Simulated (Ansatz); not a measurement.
# AlFH₂S₂: taking an electron away

The task here is to estimate one member of a computed series from the others.

Program: Ansatz 0.2.0, Gaussian basis. Level of theory: unrestricted cation, the program's frozen cores in correlated methods. These are calculated values, not measurements.

The runs, in order: UKS PBE-D4/def2-TZVPP; UKS r2SCAN-D4/def2-TZVPP; UKS PBE0-D4/def2-TZVPP; UKS B3LYP-D4/def2-TZVPP; UKS wB97X-V/def2-TZVPP; UKS wB97M-V/def2-TZVPP; UKS B2PLYP/def2-TZVPP; UHF-CCSD(T)/def2-TZVPP; UHF-MP2/def2-QZVPP; extrapolation to the limit; then −ε(HOMO) from the neutral's earlier runs with LDA (SPW92), PBE-D4, revPBE-D4, BLYP-D4, r2SCAN-D4, B97M-V, PBE0-D4, B3LYP-D4, r2SCANh-D4, r2SCAN0-D4, HSE06-D4, BHLYP-D4, CAM-B3LYP-D4, LC-ωPBE, ωB97X-V, ωB97M-V.

## The geometry

All runs share one geometry, relaxed beforehand with PBE0-D4 in a triple-zeta def2 set.

SMILES `[F][Al]([SH])[SH]`, 6 atoms, charge 0, spin multiplicity 1.

Atoms are counted from 1 here; the program's logs count them from 0.

Bond lengths: F1–Al2 1.646 Å, Al2–S3 2.165 Å, Al2–S4 2.165 Å, S3–H5 1.346 Å, S4–H6 1.346 Å. Angles: F1–Al2–S3 119.4°, F1–Al2–S4 119.4°, S3–Al2–S4 121.3°, Al2–S3–H5 91.5°, Al2–S4–H6 91.5°.

The first run:

File in.yaml:

```yaml
crystal:
  periodic: [false, false, false]
  atoms:
    - {symbol: F, position_ang: [-0.767841, -1.381688, -0.632629]}
    - {symbol: Al, position_ang: [-0.014940, -0.049515, -0.025415]}
    - {symbol: S, position_ang: [2.128564, -0.086622, 0.275028]}
    - {symbol: S, position_ang: [-1.187807, 1.704888, 0.456949]}
    - {symbol: H, position_ang: [2.207796, -1.346459, -0.191049]}
    - {symbol: H, position_ang: [-2.323671, 1.095395, 0.070916]}
basis:
  gaussian: {orbitals: def2-TZVPP}
total_charge: 1
magnetization: {spin_polarized: true, initial_magnetization: 1}
hamiltonian: {xc: pbe, dispersion: d4}
```

On the command line:

```
> ansatz run in.yaml --threads 4 --pin off --events-out ev --progress --plain --max-ram 10444MiB
```

Among the steps run: Cation, UKS PBE-D4/def2-TZVPP; Cation, UKS r2SCAN-D4/def2-TZVPP; Cation, UKS PBE0-D4/def2-TZVPP; Cation, UKS B3LYP-D4/def2-TZVPP; Cation, UKS wB97X-V/def2-TZVPP; Cation, UKS wB97M-V/def2-TZVPP; Cation, UKS B2PLYP (frozen core)/def2-TZVPP; Cation, UHF-CCSD(T)/def2-TZVPP; Cation, UHF-MP2/def2-QZVPP.

One of the session's tables, all rows but one given; the rest of the session is left out.

For comparison, −ε(HOMO) of the neutral from earlier runs:

```
  functional  −ε(HOMO) (eV)
 LDA (SPW92)              ?
      PBE-D4           6.67
   revPBE-D4           6.62
     BLYP-D4           6.48
   r2SCAN-D4           6.97
      B97M-V           7.01
     PBE0-D4           7.90
    B3LYP-D4           7.62
  r2SCANh-D4           7.42
  r2SCAN0-D4           8.08
    HSE06-D4           7.49
    BHLYP-D4           8.93
CAM-B3LYP-D4           9.18
     LC-ωPBE          10.62
     ωB97X-V          10.23
     ωB97M-V          10.04
```

**Question.** Estimate the row for LDA (SPW92).

The run gave: −ε(HOMO) (eV): 6.81. In the column «−ε(HOMO) (eV)» it lies between PBE-D4 (6.67) and r2SCAN-D4 (6.97).

Limits of these values: The cation may have settled in a state other than its lowest; no search over hole states beyond the program's own was made.
